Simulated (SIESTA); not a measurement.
HPbNO4:

```
H Pb N O
1.0
     4.12040   -0.00081   -0.01120
     0.00404    6.42722    0.05360
     0.02791    3.20707    7.74994
H Pb N O
2 2 2 8
Direct
  0.90366 0.21821 0.48851
  0.40337 0.78177 0.51142
  0.39455 0.30863 0.70725
  0.89489 0.69135 0.29266
  0.63409 0.19990 0.20730
  0.13386 0.80012 0.79275
  0.90829 0.32866 0.54369
  0.53792 0.39076 0.19497
  0.53483 0.11279 0.10602
  0.83718 0.08887 0.32672
  0.40817 0.67132 0.45624
  0.03774 0.60924 0.80520
  0.03429 0.88737 0.89397
  0.33716 0.91101 0.67330
```

The cell was built by a generator and needn't be a form met in nature.

Base run:

```yaml
Program: SIESTA 5.4.2
Functional: PBE
Potentials_or_basis: PseudoDojo 0.4 standard (PBE files)
Basis: DZP (energy shift 0.003 Ry; two zetas on semicore shells)
Grid_cutoff: 800 Ry
Energy_shift: 0.003 Ry
k_mesh: 7 × 5 × 4
Occupations: fermi-dirac, width 0.05 eV
Spin: no spin polarisation
```

Its results: band gap on the k mesh 3.25 eV, indirect (least direct gap 3.31 eV); pressure 2.8 GPa; largest force 1.387 eV/Å.

After a change of settings the same cell gave: band gap on the k mesh 3.28 eV, indirect (least direct gap 3.34 eV); pressure 4.8 GPa; largest force 1.432 eV/Å. Which change was it?
A. functional from PBE to RPBE
B. functional from PBE to LDA; potentials or basis from PseudoDojo 0.4 standard (PBE files) to PseudoDojo 0.4 standard (LDA files)
C. functional from PBE to PBEsol; potentials or basis from PseudoDojo 0.4 standard (PBE files) to PseudoDojo 0.4 standard (PBEsol files)
D. functional from PBE to BLYP

A.

RPBE binds less tightly than PBE, so the same cell stands under more pressure.

Caveats: spin-orbit coupling is left out, which as a rule narrows the gap of such compounds by several tenths of an eV; the basis of atomic orbitals isn't converged, which shifts pressures, moduli and gaps; forces of over 1 eV/Å show positions far from the minimum, so gaps and moduli don't describe the material at rest (some runs); the potentials were made for another functional, which shifts forces and pressure (some runs).

Not every run made on this cell is shown here.
